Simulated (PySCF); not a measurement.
# The bond of SeF, level by level

What are the lowest state that PBE0 finds, the bond length, vibrational wavenumber and bond energy of SeF, and how much do these hang on the method?

Method: Se aug-pcseg-1, F aug-pcseg-1, no relativity; program: PySCF 2.14.0.

## Step 1: Set-up

Settings of the job:

| Property | Result |
| --- | --- |
| atoms | Se, F |
| charge | 0 |
| basis | Se aug-pcseg-1, F aug-pcseg-1 |
| Hamiltonian | no relativity |
| basis functions | 59 |
| electrons treated | 43 |
| masses in u | 79.9165, 18.9984 |
| levels | PBE0, PBE, r²SCAN, r²SCANh, B97-3, PBEsol, HF, MP2, SCS-MP2 |
| grid | 80 radial by 434 angular points |
| occupations | held fixed by the projection of orbital angular momentum |
| dissociation limit | Se + F, each in its ground configuration |
| starting distance in angstrom | 1.730 |
| values of 2S to try | 1, 3 |

Launch:

```sh
> OMP_NUM_THREADS=1 python dia.py task.json out
```

The runs that follow: The PBE0 curve of the state that the search chose; Other states along the same grid; PBE (GGA); r²SCAN; r²SCANh; B97-3 (global hybrid GGA); PBEsol; UHF (mean field).

**Question.** What will these runs give? Wanted: for each run, Re; ωe; De; μ.

**Answer**, as computed:

Lowest PBE0 solution found, without spin–orbit coupling: ²Π (doublet), unpaired electrons π ↑. State 2 has its PBE0 minimum 1.36 eV higher. The other levels ran on the lowest alone.

```csv
level,Re (Å),ωe (cm⁻¹),De (eV),μ (D)
UHF,1.756,731,1.17,-1.90
UHF-MP2,1.800,662,3.33,n/a
UHF-SCS-MP2,1.802,656,3.19,n/a
PBE,1.808,649,3.80,-1.48
PBEsol,1.793,669,4.12,-1.40
r²SCAN,1.789,674,3.41,-1.47
r²SCANh,1.781,686,3.25,-1.51
PBE0,1.780,689,3.30,-1.58
B97-3,1.787,678,3.28,-1.65
```

De is counted to Se + F in their ground configurations. A positive dipole means Se(−)F(+).

What this shows: The methods spread over 0.052 Å in bond length, from UHF to PBE. Among the levels with a De in the table, it runs from 1.17 eV (UHF) to 4.12 eV (PBEsol).

Correlated steps freeze 10 core orbitals. At UHF the stretched side of the curve climbs above De, by a hump or because the determinant held fixed goes to a higher limit.
